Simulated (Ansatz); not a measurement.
LaRh3C:

```xyz
5
Lattice="4.2669 0.0000 0.0000 0.0000 4.2669 0.0000 0.0000 0.0000 4.2669" Properties=species:S:1:pos:R:3 pbc="T T T"
La    2.1335    2.1335    2.1335
Rh    0.0000    0.0000    2.1335
Rh    0.0000    2.1335    0.0000
Rh    2.1335    0.0000    0.0000
C     0.0000    0.0000    0.0000
```

The cell is a database's computed one.

```yaml
Program: Ansatz 0.2.0
Task: relaxation of cell and atoms
Functional: PBEsol
Potentials_or_basis: Ansatz PAW
Cutoff: "420 eV (not typed: the program's choice for these potentials)"
k_mesh: 6 × 6 × 6
Occupations: fermi-dirac, width 0.05 eV
Spin: no spin polarisation
```

At the start: volume 15.54 Å³/atom.

Task: How do energy, volume and symmetry change on relaxing?

Result: It ends after 5 steps and the volume is 14.78 Å³/atom (-4.9 %); space group Pm-3m (No. 221, to 0.05 Å).

Step by step:
| step | energy change (eV) | largest force (eV/Å) | volume (Å³) |
| --- | --- | --- | --- |
| 1 | 0.0000 | 0.0000 | 77.69 |
| 2 | -0.0626 | 0.0000 | 71.46 |
| 3 | -0.1144 | 0.0000 | 74.13 |
| 4 | -0.1150 | 0.0000 | 73.90 |
| 5 | -0.1123 | 0.0000 | 73.90 |

Final structure:
```xyz
5
Lattice="4.1964 0.0000 0.0000 0.0000 4.1964 0.0000 0.0000 0.0000 4.1964" Properties=species:S:1:pos:R:3 pbc="T T T"
La    2.0982    2.0982    2.0982
Rh    0.0000    0.0000    2.0982
Rh    0.0000    2.0982    0.0000
Rh    2.0982    0.0000    0.0000
C     0.0000    0.0000    0.0000
```

Caveat: the plane-wave basis is chosen anew once the cell has moved, so the energies of steps on either side of that aren't comparable; the PAW data sets come from PBE, with cores solved anew for the run's functional, which leaves a small shift of forces and pressure.
